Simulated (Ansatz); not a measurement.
Ba2Tl5V3O12 in Ansatz: convergence with k mesh

The system is Ba2Tl5V3O12.

```xyz
22
Lattice="6.0615 0.0000 0.0000 -2.4832 5.5845 0.0000 -2.2845 -2.4282 13.7269" Properties=species:S:1:pos:R:3 pbc="T T T"
Ba    4.2295   -1.0618    6.4956
Ba   -0.5015    2.2910   12.2062
V    -0.8795   -1.8001   13.5166
V    -1.4560    2.2938    4.6553
V     1.4032    0.0982    9.1355
Tl    1.3349    0.6872    5.2674
Tl   -1.3925   -1.3999   10.2772
Tl    2.0595    4.5622    2.4323
Tl   -1.2212    2.2597    8.2508
Tl    4.6254    2.4893    0.6507
O    -0.0907    0.2096    0.5977
O    -3.1952    2.7020   12.1831
O    -1.0335   -0.1957   12.8783
O     2.8652    0.4532    0.6715
O    -0.0112    2.8114    5.4994
O     3.2346    2.5847    5.6570
O    -1.2987    0.5518    4.4702
O    -1.6294    3.0631    3.1616
O     2.9730    0.3578    8.4629
O     0.7615    1.4904    9.9369
O     1.4687   -1.2531   10.2159
O     0.3193   -0.2512    7.8054
```

The cell was built by a generator and needn't be a form met in nature.

| Quantity | Value |
| --- | --- |
| Program | Ansatz 0.2.0 |
| Task | convergence study |
| Functional | PBE |
| Potentials or basis | Ansatz PAW |
| Cutoff | 420 eV (not typed: the program's choice for these potentials) |
| k mesh | 2 × 2 × 1 |
| Occupations | fermi-dirac, width 0.05 eV |
| Spin | collinear spin, ferromagnetic start |
| Starting moments | [0.0, 0.0, 2.0, 2.0, 2.0, 0.0, 0.0, 0.0, 0.0, 0.0, 0.0, 0.0, 0.0, 0.0, 0.0, 0.0, 0.0, 0.0, 0.0, 0.0, 0.0, 0.0] μB |

These are the settings of the first run; the series varies k mesh, with any setting tied to it.

Hardware: 8 threads of Intel(R) Xeon(R) 6975P-C (Granite Rapids) (shared host).

```
   k mesh  energy less the tightest run, at zero smearing (meV/atom)  pressure (GPa)  largest force (eV/Å)  gap on the mesh (eV)  SCF cycles  CPU time (s)  peak memory (GiB)
2 × 2 × 1                                                       2.93            0.06                 0.050                 2.928          17            36                  2
3 × 3 × 1                                                      -0.12            0.00                 0.009                 3.138          17            73                2.3
3 × 3 × 2                                                      -0.10            0.00                 0.009                 3.082          17           140                2.6
4 × 4 × 2                                                       0.00            0.01                 0.006                 2.935          17           230                3.2
5 × 5 × 2                                                       0.00            0.01                 0.006                 3.025          17           340                3.6
6 × 6 × 3                                                       0.00            0.01                 0.006                 2.935          17           720                5.5
7 × 7 × 3                                                       0.00            0.01                 0.006                 2.988          17           990                6.1
8 × 8 × 4                                                       0.00            0.01                 0.006                 2.935          17          1700                9.2
```

Against the tightest run, the energy stays within 1 meV/atom from 3 × 3 × 1 on; the pressure stays within 0.1 GPa from 2 × 2 × 1 on; the largest force stays within 0.005 eV/Å from 3 × 3 × 1 on. Not settled before the last step: the gap on the mesh (to 0.01 eV). Meshes of other sizes hit other points, so gaps and Fermi surfaces needn't settle smoothly. The tightest run that finished is the yardstick and may itself not be fully converged.

Caveat, for the tightest run too: the pressure holds a Pulay correction of +0.3 GPa for the finite cutoff; spin-orbit coupling is left out, which as a rule narrows the gap of such compounds by several tenths of an eV; the starting moments weren't kept.
